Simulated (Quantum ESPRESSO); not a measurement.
The system is Ta3AsAu2O13.

```
CELL_PARAMETERS angstrom
5.45204 0.00000 0.00000
-2.72602 4.72161 0.00000
0.00000 0.00000 9.57902
ATOMIC_POSITIONS crystal
Ta 0.00000 0.00000 0.19408
Ta 0.00000 0.00000 0.80592
Ta 0.66667 0.33333 0.00000
As 0.00000 0.00000 0.50000
Au 0.33333 0.66667 0.27428
Au 0.33333 0.66667 0.72572
O 0.00000 0.00000 0.00000
O 0.23947 0.97129 0.36402
O 0.02871 0.26818 0.36402
O 0.73182 0.76053 0.36402
O 0.23947 0.97129 0.63598
O 0.02871 0.26818 0.63598
O 0.73182 0.76053 0.63598
O 0.38452 0.33425 0.85844
O 0.66575 0.05026 0.85844
O 0.94974 0.61548 0.85844
O 0.38452 0.33425 0.14156
O 0.66575 0.05026 0.14156
O 0.94974 0.61548 0.14156
```

The cell was built by a generator and needn't be a form met in nature.

Base run:

| Property | Result |
| --- | --- |
| Program | Quantum ESPRESSO 7.5 |
| Functional | PBE |
| Potentials or basis | SSSP 1.3 efficiency PBE |
| Cutoff | 816 eV |
| Density cutoff | 5987 eV |
| k mesh | 4 × 4 × 2 |
| Occupations | fermi-dirac, width 0.05 eV |
| Spin | no spin polarisation |

Its results: band gap on the k mesh none (metal or under the smearing width); pressure 0.5 GPa; largest force 0.481 eV/Å.

Q: After a change of settings the same cell gave: band gap on the k mesh none (metal or under the smearing width); pressure -0.9 GPa; largest force 0.194 eV/Å. Which change was it?
A. functional from PBE to LDA; potentials or basis from SSSP 1.3 efficiency PBE to SG15 PBE 1.2; cutoff from 816 eV to 1197 eV; density cutoff from 5987 eV to 4789 eV; valence electrons from 160 to 202
B. k mesh from 4 × 4 × 2 to 6 × 6 × 3
C. functional from PBE to PBEsol; potentials or basis from SSSP 1.3 efficiency PBE to SG15 PBE 1.2; cutoff from 816 eV to 1197 eV; density cutoff from 5987 eV to 4789 eV; valence electrons from 160 to 202
D. potentials or basis from SSSP 1.3 efficiency PBE to PseudoDojo 0.4.1 SR PBE standard; cutoff from 816 eV to 1143 eV; density cutoff from 5987 eV to 4572 eV; valence electrons from 160 to 170

A: D.

Not every run made on this cell is shown here.
